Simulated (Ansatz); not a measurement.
# LiPb, space group Pm-3m: a charge-density difference against the sublattices

Computed with the Python package of Ansatz (0.2.0).

At the Python prompt:
```pycon
>>> import warnings
>>> import ansatz
>>> import numpy as np
>>> vectors0 = np.array([
...     [3.522, 0.0, 0.0],
...     [0.0, 3.522, 0.0],
...     [0.0, 0.0, 3.522],
... ])
>>> sites = [
...     ("Li", (0.5, 0.5, 0.5)),
...     ("Pb", (0.0, 0.0, 0.0)),
... ]
>>> def make_crystal(cell):
...     crystal = ansatz.Crystal(lattice=ansatz.Lattice.of(cell))
...     for symbol, position in sites:
...         crystal = crystal.atom(symbol, position)
...     return crystal
...
>>> warnings.simplefilter("ignore", ansatz.DeckWarning)
>>> # one cutoff and one grid for all runs, so that the fields can be subtracted
>>> def solve(crystal):
...     return (
...         crystal.calculation()
...         .functional(ansatz.Functional.PBESOL)
...         .occupations("fermi_dirac", width=0.05)  # smearing steadies the SCF of a metal
...         .scf(tolerance=1e-10)
...         .basis(460, grid_basis="typed")  # a bare number is in eV
...         .kpoints(8, 8, 8)  # sampling of the Brillouin zone
...         .density()  # keep the density on its grid
...         .run(threads=1)
...     )
...
>>> whole = solve(make_crystal(vectors0))
>>> difference = whole.density().channels[0].density_e_per_ang3.copy()
>>> binding = whole.report["free_energy_ev"]
>>> for element in ["Li", "Pb"]:
...     part = ansatz.Crystal(lattice=ansatz.Lattice.of(vectors0))
...     for symbol, position in sites:
...         if symbol == element:
...             part = part.atom(symbol, position)
...     alone = solve(part)
...     difference -= alone.density().channels[0].density_e_per_ang3
...     binding -= alone.report["free_energy_ev"]
...     print(f"{element} sublattice: {alone.report['n_electrons']:g} electrons, {alone.report['n_iterations']} iterations")
...
Li sublattice: 3 electrons, 6 iterations
Pb sublattice: 14 electrons, 7 iterations
>>> voxel = abs(np.linalg.det(vectors0)) / difference.size
>>> print(f"energy of the crystal less its unpolarised sublattices: {binding / len(sites):.4f} eV/atom")
energy of the crystal less its unpolarised sublattices: -0.7532 eV/atom
>>> print(f"net charge of the difference {difference.sum() * voxel:.5f} e, charge moved {0.5 * np.abs(difference).sum() * voxel:.3f} e")
net charge of the difference -0.00000 e, charge moved 0.099 e
>>> print(f"extremes {difference.min():.4f} and {difference.max():.4f} e/A^3")
extremes -0.0283 and 0.0112 e/A^3
>>> for (symbol, position) in sites:
...     index = tuple(int(round(p * n)) % n for p, n in zip(position, difference.shape))
...     print(f"  change of the pseudo-density at the grid point nearest {symbol}: {difference[index]:+.4f} e/A^3")
...
  change of the pseudo-density at the grid point nearest Li: -0.0088 e/A^3
  change of the pseudo-density at the grid point nearest Pb: +0.0065 e/A^3
```

Reading the output:
- For a metal this k-point mesh is coarse: on a finer one energies can move by several to tens of meV an atom and pressures by half a GPa or more, differences at one mesh by less.
- Spin-orbit coupling, which matters for elements this heavy, is left out.
- Densities and potentials on the grid are those of the valence electrons, and inside the cores they hang on the potentials used.
- The structure is a deposited one; some such entries were measured under pressure or heat, so a shift against it needn't be the functional's error alone.
- Charge moved counts every rearrangement, bonding and polarisation too, and is no transfer between atoms; the bare sublattices are artificial references. Values near the nuclei depend on the potentials.
- Run time: 3.1 s on 1 thread of Arm Neoverse V2, with other jobs on the host, peak memory 0.36 GiB.
